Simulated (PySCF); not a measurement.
**The bond of AlZn, level by level**

One table from this session's results is given with a row withheld; the runs are named, their logs left out.

Computed with PySCF 2.14.0. Level: Al x2c-SVPall, Zn x2c-SVPall, spin-free X2C with a Gaussian nucleus.

Set-up of the first run:

A driver script around PySCF takes these settings:

| Property | Result |
| --- | --- |
| atoms | Al, Zn |
| charge | 0 |
| basis | Al x2c-SVPall, Zn x2c-SVPall |
| Hamiltonian | spin-free X2C with a Gaussian nucleus |
| basis functions | 54 |
| electrons treated | 43 |
| masses in u | 26.9815, 63.9291 |
| levels | PBE0, PBE, r²SCAN, BLYP, LDA, r²SCANh, CAM-B3LYP, HF, MP2, SCS-MP2, CCSD, CCSD(T) |
| grid | 80 radial by 434 angular points |
| occupations | held fixed by the projection of orbital angular momentum |
| dissociation limit | Al + Zn, each in its ground configuration |
| starting distance in angstrom | 2.385 |
| values of 2S to try | 1, 3 |

On the command line:

```console
OMP_NUM_THREADS=1 python dia.py task.json out
```

Steps of the session up to this table: Input; First curve: PBE0; Other states along the same grid; PBE (GGA); r²SCAN (meta-GGA); BLYP (GGA); LDA (local density); r²SCANh (hybrid meta-GGA); CAM-B3LYP (range-separated hybrid); ROHF; Adding correlation.

One of the session's tables, all rows but one given; the rest of the session is left out.

Energy (eV) from each level's lowest point:

```
R (Å)   ROHF  ROHF-MP2  ROHF-SCS-MP2  ROHF-CCSD  ROHF-CCSD(T)
2.354  0.652     0.211         0.263        n/a           n/a
2.463  0.444     0.088         0.126      0.126         0.095
2.573  0.302     0.026         0.050      0.049         0.029
2.655      ?         ?             ?          ?             ?
2.737  0.168     0.000         0.005      0.004         0.000
2.819  0.125     0.004         0.000      0.000         0.003
2.929  0.082     0.018         0.003      0.005         0.017
3.065  0.047     0.042         0.015      0.019         0.040
3.230  0.020     0.072         0.034      0.039         0.069
3.449  0.000     0.108         0.057        n/a           n/a
```

Q: Estimate the row for R (Å) = 2.655 from the others.

Worked estimate for «ROHF». A straight line through the neighbours (2.573, 0.302) and (2.737, 0.168) gives 0.302 + (0.168 − 0.302) × (2.655 − 2.573) / (2.737 − 2.573) = 0.235; a parabola fitted to 4 rows on both sides gives 0.225.

The run gave: ROHF: 0.226; ROHF-MP2: 0.006; ROHF-SCS-MP2: 0.020; ROHF-CCSD: 0.019; ROHF-CCSD(T): 0.007. In «ROHF» the line misses by +0.009 and the parabola by -0.001.

To keep in mind: The bond is weak, and basis-set superposition, which was not computed, may be a sizeable part of it.
